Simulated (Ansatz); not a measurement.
# Si3Ge2H10: taking an electron away

The task here is to estimate one member of a computed series from the others.

Method: unrestricted cation, the program's frozen cores in correlated methods; program: Ansatz 0.2.0, Gaussian basis.

Plan: UKS PBE-D4/def2-TZVPP; UKS r2SCAN-D4/def2-TZVPP; UKS PBE0-D4/def2-TZVPP; UKS B3LYP-D4/def2-TZVPP; UKS wB97X-V/def2-TZVPP; UKS wB97M-V/def2-TZVPP; UKS B2PLYP/def2-TZVPP; UHF-CCSD(T)/def2-TZVPP; UHF-MP2/def2-QZVPP; extrapolation to the limit; then −ε(HOMO) from the neutral's earlier runs with LDA (SPW92), PBE-D4, revPBE-D4, BLYP-D4, r2SCAN-D4, B97M-V, PBE0-D4, B3LYP-D4, r2SCANh-D4, r2SCAN0-D4, HSE06-D4, BHLYP-D4, CAM-B3LYP-D4, LC-ωPBE, ωB97X-V, ωB97M-V.

## The relaxed structure

The geometry comes from an earlier relaxation with PBE0-D4 in a triple-zeta def2 set; it is a stationary point, not always the lowest conformer.

SMILES `[SiH2]1[SiH2][GeH2][SiH2][GeH2]1`, 15 atoms, charge 0, spin multiplicity 1.

Atoms are counted from 1 here; the program's logs count them from 0.

Bond lengths: Si1–Si2 2.338 Å, Si1–Ge5 2.388 Å, Si1–H6 1.488 Å, Si1–H7 1.490 Å, Si2–Ge3 2.388 Å, Si2–H8 1.490 Å, Si2–H9 1.488 Å, Ge3–Si4 2.395 Å, Ge3–H10 1.541 Å, Ge3–H11 1.539 Å, Si4–Ge5 2.395 Å, Si4–H12 1.488 Å, Si4–H13 1.488 Å, Ge5–H14 1.541 Å, Ge5–H15 1.539 Å. Angles: Si2–Si1–Ge5 102.8°, Si2–Si1–H6 114.1°, Si2–Si1–H7 109.0°, Ge5–Si1–H6 112.9°, Ge5–Si1–H7 108.9°, H6–Si1–H7 108.8°, Si1–Si2–Ge3 102.7°, Si1–Si2–H8 109.1°, Si1–Si2–H9 114.1°, Ge3–Si2–H8 108.9°, Ge3–Si2–H9 113.0°, H8–Si2–H9 108.8°, Si2–Ge3–Si4 104.9°, Si2–Ge3–H10 109.1°, Si2–Ge3–H11 112.9°, Si4–Ge3–H10 109.3°, Si4–Ge3–H11 112.5°, H10–Ge3–H11 108.1° and more.

The first run:

Input file in.yaml:

```yaml
crystal:
  periodic: [false, false, false]
  atoms:
    - {symbol: Si, position_ang: [-1.629935, 0.983019, 0.548253]}
    - {symbol: Si, position_ang: [-0.644770, -0.801984, 1.692544]}
    - {symbol: Ge, position_ang: [1.604504, -0.763915, 0.891824]}
    - {symbol: Si, position_ang: [1.426999, -0.119833, -1.407854]}
    - {symbol: Ge, position_ang: [-0.805228, 0.705781, -1.675657]}
    - {symbol: H, position_ang: [-3.116328, 1.002696, 0.617171]}
    - {symbol: H, position_ang: [-1.106099, 2.263570, 1.101834]}
    - {symbol: H, position_ang: [-1.290525, -2.073318, 1.259663]}
    - {symbol: H, position_ang: [-0.735290, -0.697753, 3.174245]}
    - {symbol: H, position_ang: [2.396092, 0.310869, 1.661435]}
    - {symbol: H, position_ang: [2.326691, -2.110529, 1.072243]}
    - {symbol: H, position_ang: [1.662771, -1.286072, -2.301675]}
    - {symbol: H, position_ang: [2.423925, 0.935611, -1.734539]}
    - {symbol: H, position_ang: [-1.655992, -0.353743, -2.402005]}
    - {symbol: H, position_ang: [-0.856814, 2.005589, -2.497472]}
basis:
  gaussian: {orbitals: def2-TZVPP}
total_charge: 1
magnetization: {spin_polarized: true, initial_magnetization: 1}
hamiltonian: {xc: pbe, dispersion: d4}
```

Steps of the session up to this table: Cation, UKS PBE-D4/def2-TZVPP; Cation, UKS r2SCAN-D4/def2-TZVPP; Cation, UKS PBE0-D4/def2-TZVPP; Cation, UKS B3LYP-D4/def2-TZVPP; Cation, UKS wB97X-V/def2-TZVPP; Cation, UKS wB97M-V/def2-TZVPP; Cation, UKS B2PLYP (frozen core)/def2-TZVPP; Cation, UHF-CCSD(T)/def2-TZVPP; Cation, UHF-MP2/def2-QZVPP.

One of the session's tables, all rows but one given; the rest of the session is left out.

Orbital estimates, from the neutral's runs:

```
  functional  −ε(HOMO) (eV)
 LDA (SPW92)           6.72
      PBE-D4           6.61
   revPBE-D4           6.56
     BLYP-D4           6.43
   r2SCAN-D4           6.85
      B97M-V           6.96
     PBE0-D4           7.60
    B3LYP-D4           7.39
  r2SCANh-D4           7.21
  r2SCAN0-D4           7.75
    HSE06-D4           7.22
    BHLYP-D4              ?
CAM-B3LYP-D4           8.76
     LC-ωPBE          10.03
     ωB97X-V           9.73
     ωB97M-V           9.52
```

Q: Estimate the row for BHLYP-D4 from the others.

Worked estimate for «−ε(HOMO) (eV)». Against the share of exact exchange, BLYP-D4 (0, 6.43), B3LYP-D4 (0.2, 7.39) give a slope of 4.80 per unit share; at 0.5 the line stands at 8.83.

**Answer.** −ε(HOMO) (eV): 8.45. In «−ε(HOMO) (eV)» the line misses by +0.38.
